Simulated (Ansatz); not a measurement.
# U-wB97X/def2-SVPD run of GeH2ClO (SMILES [O][GeH2][Cl])

What is the vertical electron affinity of GeH2ClO at U-wB97X/def2-SVPD? 

The calculation is run with Ansatz 0.2.0.

74 further runs of the same task are left out: 1 that didn't finish, 73 set aside as unsound or not needed.

## Step 1: The structure to begin with

GeH2ClO: 5 atoms, total charge 0, spin state doublet. As SMILES, `[O][GeH2][Cl]`. The shape is that of a PBE0-D4/def2-TZVP optimisation.

Bond lengths: O1–Ge2 1.781 Å, Ge2–Cl3 2.144 Å, Ge2–H4 1.531 Å, Ge2–H5 1.531 Å. Angles: O1–Ge2–Cl3 110.8°, O1–Ge2–H4 106.5°, O1–Ge2–H5 106.5°, Cl3–Ge2–H4 108.2°, Cl3–Ge2–H5 108.2°, H4–Ge2–H5 116.7°.

## Step 2: A single-point energy at U-wB97X/def2-SVPD

The input, in.yaml:

```yaml
basis:
  gaussian:
    orbitals: def2-SVPD
crystal:
  periodic: [false, false, false]
  atoms:
    - {symbol: O, position_ang: [-0.272400, -0.591800, 1.625500]}
    - {symbol: Ge, position_ang: [0.123700, -0.081200, -0.034500]}
    - {symbol: Cl, position_ang: [-1.347100, 1.290100, -0.778900]}
    - {symbol: H, position_ang: [0.081000, -1.343800, -0.899000]}
    - {symbol: H, position_ang: [1.464600, 0.653000, 0.045400]}
accuracy: high
hamiltonian:
  xc: {name: wB97X}
output: {orbitals: {seedname: orbitals}}
magnetization:
  spin_polarized: true
  initial_magnetization: 1
```

Started as:

```bash
$ ansatz run in.yaml --threads 1 --pin off --max-ram 3480MiB --events-out events.jsonl --progress --plain --runs-dir runs
```

What it wrote:

```text
Warning: RAYON_NUM_THREADS=1 ignored (pool sized by the plan → 1); use --threads N
Functional definition: wB97X
  name "wB97X"
  parameter omega = 0.3/bohr
  parameter cx = 0.157706
  parameter cx1 = 0.726479
  parameter cx2 = 1.04760
  parameter cx3 = -5.70635
  parameter cx4 = 13.2794
  parameter css1 = -4.33879
  parameter css2 = 18.2308
  parameter css3 = -31.7430
  parameter css4 = 17.2901
  parameter cos1 = 2.37031
  parameter cos2 = -11.3995
  parameter cos3 = 6.58405
  parameter cos4 = -3.78132
  exchange = spin_sum(e_x_unif_sr(omega)*poly(b97_u_x, 1 - cx, cx1, cx2, cx3, cx4)) + cx*exact_x_sr(omega)
      + exact_x_lr(omega)
  correlation = spin_sum(e_c_pw_same_spin*poly(b97_u_same, 1, css1, css2, css3, css4))
      + integral(e_c_pw_opposite_spin*poly(b97_u_opposite, 1, cos1, cos2, cos3, cos4))
1996 factors; integrals over basis functions are off by at most 4.4e-9 eV
449 factors; integrals over basis functions are off by at most 2.1e-9 eV
mean field evaluation 1: about -71096.4312 eV, gradient 4.6e1 eV
mean field evaluation 2: about -71048.8884 eV, gradient 1.1e2 eV
mean field evaluation 4: about -71107.2976 eV, gradient 7.7e0 eV
mean field evaluation 8: about -71107.9729 eV, gradient 2.2e-1 eV
mean field evaluation 16: about -71108.0099 eV, gradient 8.2e-4 eV
mean field evaluation 32: about -71108.0099 eV, gradient 2.3e-5 eV
mean field -71108.00986301 eV, -2613.1711637252 hartree, gradient 8.3e-8 eV, S^2 0.754671; 2 other end points of the search recorded, 0 dependent functions left out
reference -71108.00985980 eV, -2613.1711636075 hartree; 30, 29 occupied and 74, 75 virtual orbitals, 1996 factors
Total energy: -71108.00985980 eV, -2613.1711636075 hartree
```

Wall time 3.4 min (1 thread of Intel Xeon Platinum 8259CL at 2.50GHz (Skylake/Cascade Lake), shared host); peak memory 1 GiB.

## Step 3: The singlet anion

Changes to in.yaml since step 2:

```diff
@@ -1,4 +1 @@
-basis:
-  gaussian:
-    orbitals: def2-SVPD
 crystal:
@@ -11,8 +8,7 @@
     - {symbol: H, position_ang: [1.464600, 0.653000, 0.045400]}
+basis:
+  gaussian: {orbitals: def2-SVPD}
 accuracy: high
-hamiltonian:
-  xc: {name: wB97X}
+total_charge: -1
+hamiltonian: {xc: {name: wB97X}}
 output: {orbitals: {seedname: orbitals}}
-magnetization:
-  spin_polarized: true
-  initial_magnetization: 1
```

Started as:

```bash
$ ansatz run in.yaml --threads 1 --pin off --max-ram 3480MiB --events-out events.jsonl --progress --plain --runs-dir runs
```

What it wrote (excerpt; [...] marks lines left out):

```text
Warning: RAYON_NUM_THREADS=1 ignored (pool sized by the plan → 1); use --threads N
[... 2 set-up lines as earlier in the session ...]
[...]
      + exact_x_lr(omega)
[...]
      + integral(e_c_pw_opposite_spin*poly(b97_u_opposite, 1, cos1, cos2, cos3, cos4))
1996 factors; integrals over basis functions are off by at most 4.1e-9 eV
449 factors; integrals over basis functions are off by at most 2.1e-9 eV
[...]
mean field -71110.87722504 eV, -2613.2765373366 hartree, gradient 7.0e-8 eV, S^2 0.000000; 0 other end points of the search recorded, 0 dependent functions left out
reference -71110.87722214 eV, -2613.2765372300 hartree; 30, 30 occupied and 74, 74 virtual orbitals, 1996 factors
Total energy: -71110.87722214 eV, -2613.2765372300 hartree
```

Run time: 33 s. Hardware: 1 thread of Intel Xeon Platinum 8259CL at 2.50GHz (Skylake/Cascade Lake), shared host; peak memory 0.59 GiB.

## Step 4: What came out

Level: U-wB97X/def2-SVPD.

```
                                                            quantity           value
                                       doublet GeH2ClO: total energy  -2613.17116 Eh
                 doublet GeH2ClO: HOMO energy (highest over α and β)       -11.65 eV
                  doublet GeH2ClO: LUMO energy (lowest over α and β)        -2.48 eV
                                               doublet GeH2ClO: ⟨S²⟩           0.755
                                         singlet anion: total energy  -2613.27654 Eh
                                          singlet anion: HOMO energy        -3.38 eV
                                          singlet anion: LUMO energy         5.88 eV
singlet anion: HOMO–LUMO gap (to an unbound level, set by the basis)         9.26 eV
                   vertical electron affinity (to the singlet anion)        2.867 eV
```

**Reading.** At fixed nuclei the extra electron is bound by 2.87 eV (277 kJ/mol).
